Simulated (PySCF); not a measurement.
# ZnGe+: bond curves at several levels of theory, part 2 of 2

PySCF 2.14.0; Zn pcseg-1, Ge pcseg-1; no relativity.

## 7. r²SCAN

Output of the SCF at 2.607 Å:

```text
[... 17 set-up lines left out, the same as in an earlier log ...]
XC functionals = R2SCAN
    J. W. Furness, A. D. Kaplan, J. Ning, J. P. Perdew, and J. Sun.,  J. Phys. Chem. Lett. 11, 8208-8215 (2020)
    J. W. Furness, A. D. Kaplan, J. Ning, J. P. Perdew, and J. Sun.,  J. Phys. Chem. Lett. 11, 9248-9248 (2020)
    J. W. Furness, A. D. Kaplan, J. Ning, J. P. Perdew, and J. Sun.,  J. Phys. Chem. Lett. 11, 8208-8215 (2020)
    J. W. Furness, A. D. Kaplan, J. Ning, J. P. Perdew, and J. Sun.,  J. Phys. Chem. Lett. 11, 9248-9248 (2020)
[... 2 set-up lines left out, the same as in an earlier log ...]
init E= -3855.60502435877
cycle= 1 E= -3855.60586354928  delta_E= -0.000839  |g|= 0.029  |ddm|= 0.102
cycle= 2 E= -3855.60521511357  delta_E= 0.000648  |g|= 0.0512  |ddm|= 0.0692
cycle= 3 E= -3855.60611503303  delta_E= -0.0009  |g|= 0.00509  |ddm|= 0.0551
cycle= 4 E= -3855.60613788482  delta_E= -2.29e-05  |g|= 0.00172  |ddm|= 0.0171
cycle= 5 E= -3855.6061425514  delta_E= -4.67e-06  |g|= 0.000395  |ddm|= 0.00546
cycle= 6 E= -3855.60614396765  delta_E= -1.42e-06  |g|= 0.000237  |ddm|= 0.00477
cycle= 7 E= -3855.60614452671  delta_E= -5.59e-07  |g|= 0.000101  |ddm|= 0.00442
cycle= 8 E= -3855.6061445602  delta_E= -3.35e-08  |g|= 1.41e-05  |ddm|= 0.00108
cycle= 9 E= -3855.60614456037  delta_E= -1.67e-10  |g|= 3.39e-06  |ddm|= 4.18e-05
Extra cycle  E= -3855.60614456036  delta_E= 4.55e-12  |g|= 5.18e-06  |ddm|= 1.39e-05
converged SCF energy = -3855.60614456036  <S^2> = 0.75697554  2S+1 = 2.0069634
```

Re = 2.549 Å, ωe = 185.7 cm⁻¹, ωexe = 0.750 cm⁻¹, αe = 0.000436 cm⁻¹, Be = 0.07569 cm⁻¹, De = 1.86 eV, μ = -1.77 D.

## 8. BP86

Log of the SCF at 2.607 Å:

```text
[... 17 set-up lines left out, the same as in an earlier log ...]
XC functionals = B88,P86
    A. D. Becke.,  Phys. Rev. A 38, 3098 (1988)
    J. P. Perdew.,  Phys. Rev. B 33, 8822 (1986)
[... 2 set-up lines left out, the same as in an earlier log ...]
init E= -3856.19162760142
cycle= 1 E= -3856.19119675137  delta_E= 0.000431  |g|= 0.101  |ddm|= 0.179
cycle= 2 E= -3856.18607337977  delta_E= 0.00512  |g|= 0.161  |ddm|= 0.18
cycle= 3 E= -3856.19440023659  delta_E= -0.00833  |g|= 0.00988  |ddm|= 0.106
cycle= 4 E= -3856.1944719407  delta_E= -7.17e-05  |g|= 0.003  |ddm|= 0.0295
cycle= 5 E= -3856.19448358941  delta_E= -1.16e-05  |g|= 0.000415  |ddm|= 0.00885
cycle= 6 E= -3856.19448373848  delta_E= -1.49e-07  |g|= 6.34e-05  |ddm|= 0.00105
cycle= 7 E= -3856.19448375465  delta_E= -1.62e-08  |g|= 5.98e-05  |ddm|= 0.000598
cycle= 8 E= -3856.19448375903  delta_E= -4.37e-09  |g|= 9.07e-06  |ddm|= 0.00024
cycle= 9 E= -3856.19448375914  delta_E= -1.14e-10  |g|= 3.03e-06  |ddm|= 3.06e-05
Extra cycle  E= -3856.19448375911  delta_E= 2.96e-11  |g|= 6.66e-06  |ddm|= 2.17e-05
converged SCF energy = -3856.19448375911  <S^2> = 0.7544545  2S+1 = 2.0044495
```

Re = 2.599 Å, ωe = 170.4 cm⁻¹, ωexe = 0.727 cm⁻¹, αe = 0.000444 cm⁻¹, Be = 0.07280 cm⁻¹, De = 1.72 eV, μ = -1.24 D.

## 9. B2PLYP

The SCF at the reference distance, 2.607 Å, printed:

```text
[... 17 set-up lines left out, the same as in an earlier log ...]
XC functionals = 0.53*HF + 0.47*B88, 0.73*LYP
[... 1 set-up line left out, the same as in an earlier log ...]
    C. Lee, W. Yang, and R. G. Parr.,  Phys. Rev. B 37, 785 (1988)
    B. Miehlich, A. Savin, H. Stoll, and H. Preuss.,  Chem. Phys. Lett. 157, 200 (1989)
[... 2 set-up lines left out, the same as in an earlier log ...]
init E= -3854.76285490913
cycle= 1 E= -3854.76412176956  delta_E= -0.00127  |g|= 0.0455  |ddm|= 0.11
cycle= 2 E= -3854.7639552683  delta_E= 0.000167  |g|= 0.0514  |ddm|= 0.0731
cycle= 3 E= -3854.76476288945  delta_E= -0.000808  |g|= 0.00147  |ddm|= 0.0366
cycle= 4 E= -3854.76476605295  delta_E= -3.16e-06  |g|= 0.000628  |ddm|= 0.00472
cycle= 5 E= -3854.76476769088  delta_E= -1.64e-06  |g|= 0.000409  |ddm|= 0.00304
cycle= 6 E= -3854.76476879163  delta_E= -1.1e-06  |g|= 0.000325  |ddm|= 0.00243
cycle= 7 E= -3854.76477098279  delta_E= -2.19e-06  |g|= 0.000162  |ddm|= 0.00741
cycle= 8 E= -3854.76477152926  delta_E= -5.46e-07  |g|= 3.38e-05  |ddm|= 0.00526
cycle= 9 E= -3854.76477153975  delta_E= -1.05e-08  |g|= 6.08e-06  |ddm|= 0.000754
cycle= 10 E= -3854.76477153983  delta_E= -7.96e-11  |g|= 1.52e-06  |ddm|= 3.58e-05
Extra cycle  E= -3854.76477153983  delta_E= -5.91e-12  |g|= 8.2e-07  |ddm|= 3.5e-06
converged SCF energy = -3854.76477153983  <S^2> = 0.76586775  2S+1 = 2.0158053
```

Re = 2.615 Å, ωe = 171.9 cm⁻¹, ωexe = 0.654 cm⁻¹, αe = 0.000408 cm⁻¹, Be = 0.07189 cm⁻¹, De = 1.54 eV, μ = -1.78 D.

## 10. BHandHLYP (global hybrid GGA)

Output of the SCF at 2.607 Å:

```text
[... 13 set-up lines left out, the same as in an earlier log ...]
max_memory 909 MB (current use 384 MB)
[... 3 set-up lines left out, the same as in an earlier log ...]
XC functionals = BHANDHLYP
    A. D. Becke.,  J. Chem. Phys. 98, 1372 (1993)
    Defined through Gaussian implementation.
[... 2 set-up lines left out, the same as in an earlier log ...]
init E= -3855.57253412021
cycle= 1 E= -3855.57337970301  delta_E= -0.000846  |g|= 0.0467  |ddm|= 0.0853
cycle= 2 E= -3855.57314784495  delta_E= 0.000232  |g|= 0.0542  |ddm|= 0.0733
cycle= 3 E= -3855.5740429645  delta_E= -0.000895  |g|= 0.0016  |ddm|= 0.0389
cycle= 4 E= -3855.57404504236  delta_E= -2.08e-06  |g|= 0.000462  |ddm|= 0.00457
cycle= 5 E= -3855.57404529742  delta_E= -2.55e-07  |g|= 0.000131  |ddm|= 0.00137
cycle= 6 E= -3855.57404533639  delta_E= -3.9e-08  |g|= 5.96e-05  |ddm|= 0.000436
cycle= 7 E= -3855.5740453642  delta_E= -2.78e-08  |g|= 4.06e-05  |ddm|= 0.000473
cycle= 8 E= -3855.57404538679  delta_E= -2.26e-08  |g|= 2.32e-05  |ddm|= 0.000586
cycle= 9 E= -3855.57404539726  delta_E= -1.05e-08  |g|= 4.34e-06  |ddm|= 0.000673
cycle= 10 E= -3855.57404539741  delta_E= -1.52e-10  |g|= 1.41e-06  |ddm|= 7.84e-05
Extra cycle  E= -3855.57404539741  delta_E= -9.09e-13  |g|= 8.85e-07  |ddm|= 3.64e-06
converged SCF energy = -3855.57404539741  <S^2> = 0.75880472  2S+1 = 2.0087854
```

Re = 2.640 Å, ωe = 166.2 cm⁻¹, ωexe = 0.640 cm⁻¹, αe = 0.000406 cm⁻¹, Be = 0.07057 cm⁻¹, De = 1.47 eV, μ = -1.67 D. 11 s of CPU time for 12 points, integrals apart.

## 11. ROHF

The SCF at the reference distance, 2.607 Å, printed:

```text
******** <class 'pyscf.scf.hf_symm.SymAdaptedROHF'> ********
method = SymAdaptedROHF
[... 12 set-up lines left out, the same as in an earlier log ...]
num. doubly occ = 30  num. singly occ = 1
Overwritten attributes  get_j get_k get_hcore get_jk get_occ  of <class 'pyscf.scf.hf_symm.SymAdaptedROHF'>
<class 'pyscf.scf.hf_symm.SymAdaptedROHF'> does not have attributes  refdm
[... 1 set-up line left out, the same as in an earlier log ...]
init E= -3852.37047789818
cycle= 1 E= -3852.38066278762  delta_E= -0.0102  |g|= 0.119  |ddm|= 0.295
cycle= 2 E= -3852.38223324045  delta_E= -0.00157  |g|= 0.0855  |ddm|= 0.152
cycle= 3 E= -3852.38335294448  delta_E= -0.00112  |g|= 0.00584  |ddm|= 0.037
cycle= 4 E= -3852.38338636653  delta_E= -3.34e-05  |g|= 0.00188  |ddm|= 0.0184
cycle= 5 E= -3852.38338926096  delta_E= -2.89e-06  |g|= 0.000543  |ddm|= 0.00419
cycle= 6 E= -3852.38338969494  delta_E= -4.34e-07  |g|= 0.000111  |ddm|= 0.0018
cycle= 7 E= -3852.38338970882  delta_E= -1.39e-08  |g|= 1.88e-05  |ddm|= 0.000384
cycle= 8 E= -3852.38338970902  delta_E= -1.96e-10  |g|= 2.82e-06  |ddm|= 4.52e-05
Extra cycle  E= -3852.38338970903  delta_E= -7.28e-12  |g|= 1.06e-06  |ddm|= 6.88e-06
converged SCF energy = -3852.38338970903
```

Re = 2.712 Å, ωe = 157.4 cm⁻¹, ωexe = 0.592 cm⁻¹, αe = 0.000372 cm⁻¹, Be = 0.06687 cm⁻¹, De = 1.19 eV, μ = -2.41 D.

## 12. Correlated methods on the Hartree–Fock reference

Reference: ROHF; core orbitals frozen: 14.

Correlation energy (eV) along the bond:

```
R (Å)     MP2  SCS-MP2
2.242  -9.677   -8.781
2.346  -9.607   -8.727
2.451  -9.544   -8.679
2.529  -9.501   -8.646
2.607  -9.461   -8.616
2.685  -9.424   -8.588
2.789  -9.379   -8.555
2.920  -9.329   -8.518
3.076  -9.277   -8.481
3.285  -9.221   -8.439
```

ROHF-MP2: Re = 2.584 Å, ωe = 185.9 cm⁻¹, ωexe = 0.646 cm⁻¹, αe = 0.000382 cm⁻¹, Be = 0.07366 cm⁻¹, De = 1.61 eV.

ROHF-SCS-MP2: Re = 2.614 Å, ωe = 177.9 cm⁻¹, ωexe = 0.629 cm⁻¹, αe = 0.000381 cm⁻¹, Be = 0.07198 cm⁻¹, De = 1.50 eV.

## 13. All curves

Energy (eV) from each level's lowest point:

```
R (Å)   ROHF  ROHF-MP2  ROHF-SCS-MP2    PBE   BP86  r²SCAN   PBE0  BHandHLYP  B2PLYP
2.242  0.635     0.400         0.452  0.392  0.386   0.315  0.401      0.470   0.432
2.346  0.331     0.166         0.202  0.168  0.165   0.117  0.173      0.219   0.193
2.451  0.146     0.045         0.065  0.050  0.049   0.023  0.051      0.078   0.062
2.529  0.064     0.006         0.016  0.010  0.010   0.000  0.010      0.023   0.015
2.607  0.018     0.000         0.000  0.000  0.000   0.006  0.000      0.000   0.000
2.685  0.000     0.019         0.009  0.012  0.012   0.033  0.013      0.001   0.008
2.789  0.007     0.071         0.050  0.052  0.052   0.092  0.056      0.031   0.046
2.920  0.052     0.166         0.132  0.128  0.127   0.189  0.137      0.097   0.121
3.076  0.138     0.303         0.255  0.239  0.237   0.323  0.256      0.201   0.235
3.285  0.277     0.499         0.436  0.397  0.394   0.506  0.428      0.357   0.402
```

The whole job (state search and all levels along the bond) took 2.5 min on 1 thread of Arm Neoverse V2 (shared host), peak memory 0.75 GiB.

## 14. What came out

This closing draws on all 2 parts.

Lowest PBE0 solution found, without spin–orbit coupling: ²Π (doublet), unpaired electrons π ↑. State 2 has its PBE0 minimum 1.03 eV higher. State 3 has its PBE0 minimum 2.00 eV higher. The other levels ran on the lowest alone.

```
       level  Re (Å)  ωe (cm⁻¹)  De (eV)  μ (D)
        ROHF   2.712      157.4     1.19  -2.41
    ROHF-MP2   2.584      185.9     1.61    n/a
ROHF-SCS-MP2   2.614      177.9     1.50    n/a
         PBE   2.600      171.2     1.77  -1.29
        BP86   2.599      170.4     1.72  -1.24
      r²SCAN   2.549      185.7     1.86  -1.77
        PBE0   2.598      175.5     1.72  -1.70
   BHandHLYP   2.640      166.2     1.47  -1.67
      B2PLYP   2.615      171.9     1.54  -1.78
```

De is counted to Zn + Ge+ in their ground configurations. A positive dipole points from Zn to Ge; in an ion it is taken about the centre of mass and does not tell which atom is negative.

Time per point (s) on 1 thread of Arm Neoverse V2, shared host (CPU time, shared integrals of 0.43 s apart; correlated levels include their reference); the times are rough: ROHF 0.13, ROHF-MP2 0.31, ROHF-SCS-MP2 0.31, PBE 0.9, BP86 0.68, r²SCAN 1.4, PBE0 1.4, BHandHLYP 0.89, B2PLYP 1.

What this shows: Bond lengths run from 2.549 Å (r²SCAN) to 2.712 Å (ROHF). Of the levels with a De here, ROHF gives the least (1.19 eV) and r²SCAN the most (1.86 eV).

Correlated steps freeze 14 core orbitals. B2PLYP dipoles, levels and charges come from its SCF part alone.
